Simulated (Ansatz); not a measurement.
# CH₆BClOSi: up Jacob's ladder to CCSD(T)

The task here is to estimate one member of a computed series from the others.

Program: Ansatz 0.2.0, Gaussian basis. Level of theory: functionals in def2-TZVPP, the program's frozen cores in correlated methods. These are calculated values, not measurements.

The runs, in order: PBE-D4, r2SCAN-D4, PBE0-D4, B3LYP-D4, ωB97X-V, ωB97M-V, B2PLYP; CCSD(T)/def2-TZVPP; MP2/def2-QZVPP; extrapolation to the limit.

**The relaxed structure**

The geometry comes from an earlier relaxation with PBE0-D4 in a triple-zeta def2 set; it is a stationary point, not always the lowest conformer.

SMILES `COB([SiH3])Cl`, 11 atoms, charge 0, spin multiplicity 1.

Atoms are counted from 1 here; the program's logs count them from 0.

Bond lengths: C1–O2 1.418 Å, C1–H6 1.091 Å, C1–H7 1.090 Å, C1–H8 1.090 Å, O2–B3 1.335 Å, B3–Si4 2.023 Å, B3–Cl5 1.782 Å, Si4–H9 1.489 Å, Si4–H10 1.489 Å, Si4–H11 1.487 Å. Angles: O2–C1–H6 108.2°, O2–C1–H7 111.7°, O2–C1–H8 108.0°, H6–C1–H7 109.8°, H6–C1–H8 109.1°, H7–C1–H8 109.9°, C1–O2–B3 126.8°, O2–B3–Si4 120.6°, O2–B3–Cl5 121.4°, Si4–B3–Cl5 118.0°, B3–Si4–H9 109.6°, B3–Si4–H10 109.6°, B3–Si4–H11 112.1°, H9–Si4–H10 107.8°, H9–Si4–H11 108.8°, H10–Si4–H11 108.8°.

The first run:

The input, in.yaml:

```yaml
crystal:
  periodic: [false, false, false]
  atoms:
    - {symbol: C, position_ang: [0.619352, -1.036079, 1.786460]}
    - {symbol: O, position_ang: [0.357787, -0.714517, 0.429895]}
    - {symbol: B, position_ang: [-0.182473, 0.413853, -0.035502]}
    - {symbol: Si, position_ang: [-0.472374, 0.672717, -2.020747]}
    - {symbol: Cl, position_ang: [-0.668351, 1.732692, 1.060426]}
    - {symbol: H, position_ang: [0.030731, -1.916237, 2.048117]}
    - {symbol: H, position_ang: [0.366423, -0.211018, 2.452715]}
    - {symbol: H, position_ang: [1.679077, -1.275891, 1.878561]}
    - {symbol: H, position_ang: [-1.916964, 0.915759, -2.286342]}
    - {symbol: H, position_ang: [0.282945, 1.869654, -2.482700]}
    - {symbol: H, position_ang: [-0.030755, -0.507833, -2.810382]}
basis:
  gaussian: {orbitals: def2-TZVPP}
hamiltonian: {xc: pbe, dispersion: d4}
output: {forces: true, orbitals: {seedname: orbitals}}
```

The run is started by

```bash
$ ansatz run in.yaml --threads 4 --pin off --events-out ev --progress --plain --max-ram 10444MiB
```

Steps of the session up to this table: PBE-D4 (GGA); r2SCAN-D4 (meta-GGA); PBE0-D4 (hybrid); B3LYP-D4 (hybrid); ωB97X-V (range-separated); ωB97M-V (range-separated); B2PLYP (double hybrid); CCSD(T) in def2-TZVPP; MP2 in def2-QZVPP.

One table of the session follows, with a row left open; its other results are not shown here.

```
            method  atomisation energy (kJ/mol)
            PBE-D4                       3994.3
         r2SCAN-D4                            ?
           PBE0-D4                       3938.5
          B3LYP-D4                       3935.8
           ωB97X-V                       3953.9
           ωB97M-V                       3951.5
            B2PLYP                       3894.2
     HF/def2-TZVPP                       2958.0
    MP2/def2-TZVPP                       3895.4
   CCSD/def2-TZVPP                       3783.0
CCSD(T)/def2-TZVPP                       3837.0
           MP2/CBS                       3990.6
       CCSD(T)/CBS                       3932.3
```

Q: Estimate the row for r2SCAN-D4 from the others.

The run gave: atomisation energy (kJ/mol): 3959.6. In the column «atomisation energy (kJ/mol)» it lies between ωB97X-V (3953.9) and MP2/CBS (3990.6).

Caveats from the session: Free atoms (1 C, 1 O, 1 B, 1 Si, 1 Cl, 6 H) were run apart at each level; the atomisation energy is their sum less the molecule, without zero-point or spin-orbit terms.
